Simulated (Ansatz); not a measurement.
# SiSnO4: the cell at several levels of theory

Cell and atoms of SiSnO4 built on the rutile host prototype are relaxed in turn with PBE, r2SCAN and PBEsol. This is a trial cell built on a prototype, not taken from a measured structure, and it needn't be the compound's ground state.

Code: Ansatz 0.2.0. PAW datasets, plane waves, zero pressure. No spin polarisation and no zero-point or thermal motion; the cell was built from a prototype and may be hypothetical.

### Step 1. Starting point

It is orthorhombic, Cmmm (No. 65); conventional cell a = 6.481 Å, b = 6.481 Å, c = 3.085 Å, 10.80 Å³ an atom. Around Sn lie 6 O at 1.98–1.99 Å; around Si lie 6 O at 1.98–1.99 Å; around O lie 1 Sn at 1.98 Å and 2 Si at 1.99 Å; around O lie 1 Si at 1.98 Å and 2 Sn at 1.99 Å.

Structure file:

Space group Cmmm (No. 65). a = 6.481 Å, b = 6.481 Å, c = 3.085 Å, α = 90.00°, β = 90.00°, γ = 90.00°
```
atom  site  symmetry       x       y       z
  Sn    2c       mmm  0.0000  0.5000  0.5000
  Si    2a       mmm  0.0000  0.0000  0.0000
   O    4j       m2m  0.0000  0.1940  0.5000
   O    4g       2mm  0.1940  0.5000  0.0000
```

### Step 2. PBE: cell and atoms

Contents of input.yaml:

```yaml
crystal:
  lattice:
    - [3.24059163, -3.24059163, 0.0]
    - [3.24059163, 3.24059163, 0.0]
    - [0.0, 0.0, 3.0850316]
  atoms:
    - { symbol: Sn, position: [0.5, 0.5, 0.5] }
    - { symbol: Si, position: [0.0, 0.0, 0.0] }
    - { symbol: O, position: [0.1940277, 0.1940277, 0.5] }
    - { symbol: O, position: [0.8059723, 0.8059723, 0.5] }
    - { symbol: O, position: [0.6940277, 0.3059723, 0.0] }
    - { symbol: O, position: [0.3059723, 0.6940277, 0.0] }
kpoints:
  mp_grid: { grid: [6, 6, 8] }
hamiltonian:
  xc: pbe
scf:
  occupations: { method: fermi_dirac, width: 0.02 }
relax:
  f_tol: 0.005
  cell: {}
output:
  write_density: true
  write_potential: true
  elf: true
  volumetric_format: npy
```

The run is started by

```
$ ansatz run input.yaml --threads 2 --pin off --max-ram 29491MiB --backend cpu --events-out ev --progress --plain --runs-dir out
```

After this run come: Relaxing with r2SCAN; PBEsol: cell and atoms.

Q: Predict the outcome of this session. Wanted: for each run, a; b; c; volume; space group; SCF geometries.

The runs gave:

```
 level  a (Å)  b (Å)  c (Å)  volume (Å³/atom)  space group  SCF geometries
   PBE  6.326  6.503  2.976            10.201         Cmmm              11
r2SCAN  6.250  6.422  2.945             9.849         Cmmm               8
PBEsol  6.271  6.433  2.953             9.926         Cmmm               8
```

The first relaxation changed the volume by -5.5 % from the start. The volume runs from r2SCAN (least) to PBE (most), a spread of 3.6 %, or 1.2 % in length if all axes shared it alike.
